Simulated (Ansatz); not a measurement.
The system is CsLiCr2Te2S3.

```
CELL_PARAMETERS angstrom
3.67471 -0.00018 -0.00146
0.00068 6.25849 0.00267
0.09970 0.01509 18.87835
ATOMIC_POSITIONS crystal
Cs 0.00702 0.99658 0.60964
Cs 0.50622 0.49563 0.63737
Li 0.49757 0.83290 0.98554
Li 0.99760 0.33501 0.98513
Cr 0.99390 0.00068 0.13453
Cr 0.49393 0.50024 0.13461
Cr 0.00147 0.66940 0.83098
Cr 0.50140 0.16737 0.83340
Te 0.01027 0.59621 0.46271
Te 0.51068 0.22697 0.45459
Te 0.49158 0.83669 0.22777
Te 0.99165 0.33648 0.22784
S 0.99971 0.99979 0.90043
S 0.49974 0.50461 0.89926
S 0.99553 0.66614 0.07188
S 0.49551 0.16656 0.07160
S 0.50316 0.84068 0.76492
S 0.00305 0.32804 0.76778
```

The cell was built by a generator and needn't be a form met in nature.

- Program: Ansatz 0.2.0
- Task: relaxation of cell and atoms
- Functional: r2SCAN
- Dispersion: rVV10
- Potentials or basis: Ansatz PAW
- Cutoff: 500 eV (not typed: the program's choice for these potentials)
- k mesh: 5 × 3 × 1
- Occupations: fermi-dirac, width 0.05 eV
- Spin: collinear spin, ferromagnetic start
- Starting moments: [0.0, 0.0, 0.0, 0.0, 3.0, 3.0, 3.0, 3.0, 0.0, 0.0, 0.0, 0.0, 0.0, 0.0, 0.0, 0.0, 0.0, 0.0] μB

At the start: volume 24.12 Å³/atom.

Question: How do energy, volume and symmetry change on relaxing?

Answer: It ends after 10 steps and the volume is 23.01 Å³/atom (-4.6 %); space group Pm (No. 6, to 0.05 Å); moment 11.71 μB per cell.

The path:
```csv
step,energy change (eV),largest force (eV/Å),volume (Å³)
1,0.0000,0.3136,434.17
2,-0.1075,0.1551,417.18
3,-0.1227,0.1531,409.16
4,-0.1349,0.2209,414.78
5,-0.1398,0.0531,414.04
6,-0.1405,0.0311,413.93
7,-0.1409,0.0202,414.03
8,-0.1411,0.0127,414.21
9,-0.1411,0.0046,414.24
10,-0.1380,0.0045,414.24
```

Final structure:
```
CELL_PARAMETERS angstrom
3.63009 -0.00026 -0.01063
0.00052 6.27982 -0.00670
0.05110 -0.01281 18.17114
ATOMIC_POSITIONS crystal
Cs 0.99990 0.99720 0.60444
Cs 0.49981 0.49667 0.62779
Li 0.50005 0.83365 0.99042
Li 0.00005 0.33571 0.99023
Cr 0.00013 0.00068 0.14422
Cr 0.50013 0.50104 0.14408
Cr 0.99996 0.66805 0.82827
Cr 0.49995 0.16595 0.83067
Te 0.99958 0.59686 0.44782
Te 0.49991 0.23629 0.43976
Te 0.50026 0.83322 0.24089
Te 0.00023 0.33339 0.23963
S 0.00000 0.99822 0.90037
S 0.50001 0.50307 0.89918
S 0.00012 0.66688 0.07624
S 0.50012 0.16670 0.07625
S 0.49990 0.83969 0.75844
S 0.99988 0.32671 0.76128
```

Caveat: the magnetic or orbital state may not be the lowest; the plane-wave basis is chosen anew once the cell has moved, so the energies of steps on either side of that aren't comparable; only a ferromagnetic start was run, and an antiferromagnetic order may lie lower in energy; the PAW data sets come from PBE, with cores solved anew for the run's functional, which leaves a small shift of forces and pressure.
